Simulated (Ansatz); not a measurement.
# C₂H₆ClIn: one species, many methods

One table from this session's results is given with a row withheld; the runs are named, their logs left out.

The runs use Ansatz 0.2.0, Gaussian basis; functionals in def2-TZVPP, the program's frozen cores in correlated methods.

Plan: PBE-D4, r2SCAN-D4, PBE0-D4, B3LYP-D4, ωB97X-V, ωB97M-V, B2PLYP; CCSD(T)/def2-TZVPP; MP2/def2-QZVPP; extrapolation to the limit.

## The geometry

The geometry comes from an earlier relaxation with PBE0-D4 in a triple-zeta def2 set; it is a stationary point, not always the lowest conformer. In takes the def2 core potential; no spin-orbit term is included.

SMILES `[CH3][InH][CH2]Cl`, 10 atoms, charge 0, spin multiplicity 1.

Atoms are counted from 1 here; the program's logs count them from 0.

Bond lengths: C1–In2 2.147 Å, C1–H5 1.091 Å, C1–H6 1.092 Å, C1–H7 1.090 Å, In2–C3 2.179 Å, In2–H8 1.723 Å, C3–Cl4 1.812 Å, C3–H9 1.087 Å, C3–H10 1.088 Å. Angles: In2–C1–H5 109.2°, In2–C1–H6 109.7°, In2–C1–H7 111.9°, H5–C1–H6 108.0°, H5–C1–H7 109.2°, H6–C1–H7 108.8°, C1–In2–C3 115.9°, C1–In2–H8 127.1°, C3–In2–H8 116.7°, In2–C3–Cl4 97.2°, In2–C3–H9 117.3°, In2–C3–H10 117.0°, Cl4–C3–H9 106.7°, Cl4–C3–H10 106.7°, H9–C3–H10 110.1°.

The first run:

in.yaml

```yaml
crystal:
  periodic: [false, false, false]
  atoms:
    - {symbol: C, position_ang: [-1.797101, -0.370273, -0.334001]}
    - {symbol: In, position_ang: [0.212092, -0.832654, 0.265952]}
    - {symbol: C, position_ang: [1.562455, 0.866244, 0.458137]}
    - {symbol: Cl, position_ang: [2.056267, 0.961927, -1.282967]}
    - {symbol: H, position_ang: [-1.769755, 0.358947, -1.145635]}
    - {symbol: H, position_ang: [-2.337857, 0.077212, 0.502880]}
    - {symbol: H, position_ang: [-2.336120, -1.256949, -0.666083]}
    - {symbol: H, position_ang: [0.904257, -2.398239, 0.462544]}
    - {symbol: H, position_ang: [2.472806, 0.716660, 1.033418]}
    - {symbol: H, position_ang: [1.115958, 1.825726, 0.708754]}
basis:
  gaussian: {orbitals: def2-TZVPP}
hamiltonian: {xc: pbe, dispersion: d4}
output: {forces: true, orbitals: {seedname: orbitals}}
```

On the command line:

```console
ansatz run in.yaml --threads 4 --pin off --events-out ev --progress --plain --max-ram 10444MiB
```

Steps of the session up to this table: PBE-D4 (GGA); r2SCAN-D4 (meta-GGA); PBE0-D4 (hybrid); B3LYP-D4 (hybrid); ωB97X-V (range-separated); ωB97M-V (range-separated); B2PLYP (double hybrid); CCSD(T) in def2-TZVPP; MP2 in def2-QZVPP.

One of the session's tables, all rows but one given; the rest of the session is left out.

```
            method  atomisation energy (kJ/mol)
            PBE-D4                       3183.2
         r2SCAN-D4                       3153.7
           PBE0-D4                            ?
          B3LYP-D4                       3124.1
           ωB97X-V                       3159.7
           ωB97M-V                       3159.2
            B2PLYP                       3096.2
     HF/def2-TZVPP                       2305.1
    MP2/def2-TZVPP                       3100.2
   CCSD/def2-TZVPP                       3037.9
CCSD(T)/def2-TZVPP                       3083.5
           MP2/CBS                       3175.2
       CCSD(T)/CBS                       3158.4
```

Estimate the missing values for PBE0-D4.

The run gave: atomisation energy (kJ/mol): 3150.4. In the column «atomisation energy (kJ/mol)» it lies between B3LYP-D4 (3124.1) and r2SCAN-D4 (3153.7).
